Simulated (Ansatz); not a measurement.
**GaP (F-43m): equation of state with a fit, by script**

Where is the equilibrium volume of GaP (F-43m), and how stiff is it? The task is an equation of state with a fit, for GaP (F-43m).

Computed with the Python package of Ansatz 0.2.0. Level of theory: DFT r2SCAN, plane waves, PAW.

## (1) The structure

Symmetry: F-43m, No. 216, cubic system. Conventional cell: a = 5.451 Å, b = 5.451 Å, c = 5.451 Å, α = 90.00°, β = 90.00°, γ = 90.00°. Around Ga (site symmetry -43m) lie 4 P at 2.36 Å. P (site symmetry -43m) is surrounded by 4 Ga at 2.36 Å.

No structure file is read: the coordinates are typed or built in the script.

## (2) The code

The input, run_eos.py:

```python
"""Energy against volume for GaP, with a fit."""

import warnings

import ansatz as az
import numpy as np
from scipy.optimize import curve_fit

VECTORS = np.array([
    [0.0, 2.72525, 2.72525],
    [2.72525, 0.0, 2.72525],
    [2.72525, 2.72525, 0.0],
])
SITES = [
    ("Ga", [0.0, 0.0, 0.0]),
    ("P", [0.25, 0.25, 0.25]),
]


def build(cell):
    crystal = az.Crystal(lattice=az.Lattice.of(cell))
    for symbol, position in SITES:
        crystal = crystal.atom(symbol, position)
    return crystal

def vinet(v, e0, v0, b0, b1):
    eta = (v / v0) ** (1 / 3)
    return e0 + 2 * b0 * v0 / (b1 - 1) ** 2 * (2 - (5 + 3 * b1 * (eta - 1) - 3 * eta) * np.exp(-1.5 * (b1 - 1) * (eta - 1)))

warnings.simplefilter("ignore", az.DeckWarning)

# uniform scaling of the cell
volumes, energies, pressures = [], [], []
for scale in np.linspace(0.92, 1.08, 7):
    cell = VECTORS * scale ** (1 / 3)
    calc = (
        build(cell).calculation()
        .functional("r2scan")
        .pseudopotentials("paw")
        .scf(tolerance=1e-09)
        .occupations("Fixed")
        .basis(600)
        .kpoints(6, 6, 6)
        .stress()
    )
    summary = calc.run().report
    volumes.append(abs(np.linalg.det(cell)) / len(SITES))
    energies.append(summary["free_energy_ev"] / len(SITES))
    pressures.append(np.trace(summary["stress_gpa"]) / 3)
    print(f"V = {volumes[-1]:8.4f} A^3/atom  F = {energies[-1]:.5f} eV/atom  P = {pressures[-1]:8.3f} GPa")

guess = (min(energies), volumes[int(np.argmin(energies))], 0.5, 4.5)
(e0, v0, b0, b1), _ = curve_fit(vinet, np.array(volumes), np.array(energies), p0=guess, maxfev=20000)
print(f"Vinet fit: V0 = {v0:.4f} A^3/atom, B0 = {160.21766 * b0:.1f} GPa, B1 = {b1:.2f}")
print("largest residual", round(1000 * float(np.abs(vinet(np.array(volumes), e0, v0, b0, b1) - energies).max()), 3), "meV/atom")
```

## (3) Launch

On the command line:

```console
$ python run_eos.py
```

What it wrote:

```text
V =  18.6212 A^3/atom  F = -2275.19405 eV/atom  P =    8.892 GPa
V =  19.1609 A^3/atom  F = -2275.21820 eV/atom  P =    5.521 GPa
V =  19.7007 A^3/atom  F = -2275.23176 eV/atom  P =    2.600 GPa
V =  20.2404 A^3/atom  F = -2275.23615 eV/atom  P =    0.069 GPa
V =  20.7801 A^3/atom  F = -2275.23260 eV/atom  P =   -2.124 GPa
V =  21.3199 A^3/atom  F = -2275.22217 eV/atom  P =   -4.022 GPa
V =  21.8596 A^3/atom  F = -2275.20579 eV/atom  P =   -5.662 GPa
Vinet fit: V0 = 20.2561 A^3/atom, B0 = 88.0 GPa, B1 = 4.39
largest residual 0.001 meV/atom
```

Run time: 24 s. Hardware: 1 thread of Arm Neoverse V2, shared host; peak memory 0.56 GiB.

## (4) What each run gave

The 7 runs, in the order started:

```csv
run,volume (Å³/atom),energy from run 4 (meV/atom),pressure (GPa),gap on the mesh (eV),SCF cycles,CPU time (s)
1,18.621,42.10,8.89,1.72,8,3.1
2,19.161,17.96,5.52,1.79,8,3.1
3,19.701,4.39,2.60,1.85,8,3
4,20.240,0.00,0.07,1.90,8,3.3
5,20.780,3.55,-2.12,1.95,8,3.3
6,21.320,13.98,-4.02,1.87,8,3.3
7,21.860,30.36,-5.66,1.70,8,3.4
```

## (5) Summary of results

| quantity | value |
| --- | --- |
| runs compared | 7 |
| range of energy | 42.10 meV/atom |
| lowest point, volume (Å³/atom) | 20.240 |
| equilibrium volume (fit) | 20.26 Å³/atom |
| bulk modulus (fit) | 88 GPa |

What this shows: A third-order Birch-Murnaghan fit through the 7 points (the script's own form differs a little) has its minimum at 20.26 Å³ an atom, 0.1 % above the typed cell, with a bulk modulus of 88 GPa and dB/dP = 4.4. From that minimum the energy rises by 42.1 meV an atom on the compressed side and 30.4 meV on the expanded side. Reading the output:
- The program warned that this SCF threshold is loose for forces or stresses.
- Pressure is positive in compression.
